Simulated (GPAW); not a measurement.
A run of GPAW 26.7.0:

Contents of run.py:

```python
from ase import Atoms
from ase.filters import FrechetCellFilter
from ase.io import write
from ase.optimize import BFGS
from ase.units import GPa
from gpaw import GPAW, PW, setup_paths

setup_paths.insert(0, '.')

atoms = Atoms(['In', 'In', 'In', 'As'],
              cell=[[4.671681, 0.0, 0.0],
                    [0.0, 4.671681, 0.0],
                    [0.0, 0.0, 4.671681]],
              scaled_positions=[[0.5, 0.5, 0.0],
                                [0.5, 0.0, 0.5],
                                [0.0, 0.5, 0.5],
                                [0.0, 0.0, 0.0]],
              pbc=True)

calc = GPAW(mode=PW(600),
            xc='PBEsol',
            kpts={'size': (6, 6, 6), 'gamma': True},
            occupations={'name': 'fermi-dirac', 'width': 0.05},
            nbands=36,
            convergence={'density': 1e-05, 'forces': 0.0001},
            maxiter=150,
            txt='gpaw.txt')
atoms.calc = calc
opt = BFGS(FrechetCellFilter(atoms, scalar_pressure=2 * GPa), trajectory='relax.traj', logfile='-')
done = opt.run(fmax=0.02, steps=60)
calc.write('gs.gpw')
write('result.traj', atoms)
print('Converged:', done)
print('Cell:', atoms.cell.cellpar().round(4))
print('Volume:', round(atoms.get_volume(), 4))
print(atoms.get_scaled_positions().round(5))
```

Potentials or basis: PAW data sets generated in the run's folder for this functional, pw.

Run with:

```console
$ gpaw-setup -f PBEsol As In
$ OMP_NUM_THREADS=1 python run.py
```

Hardware: 1 thread of Arm Neoverse V2 (shared host).

Problem. Estimate the wall time of this run.

Solution. Wall time 2.4 min on 1 thread of Arm Neoverse V2, with other jobs on the host, peak memory 0.27 GiB. Counts: scf iterations 39, plane waves 3448, bands 36, k points 20, ion steps 4.
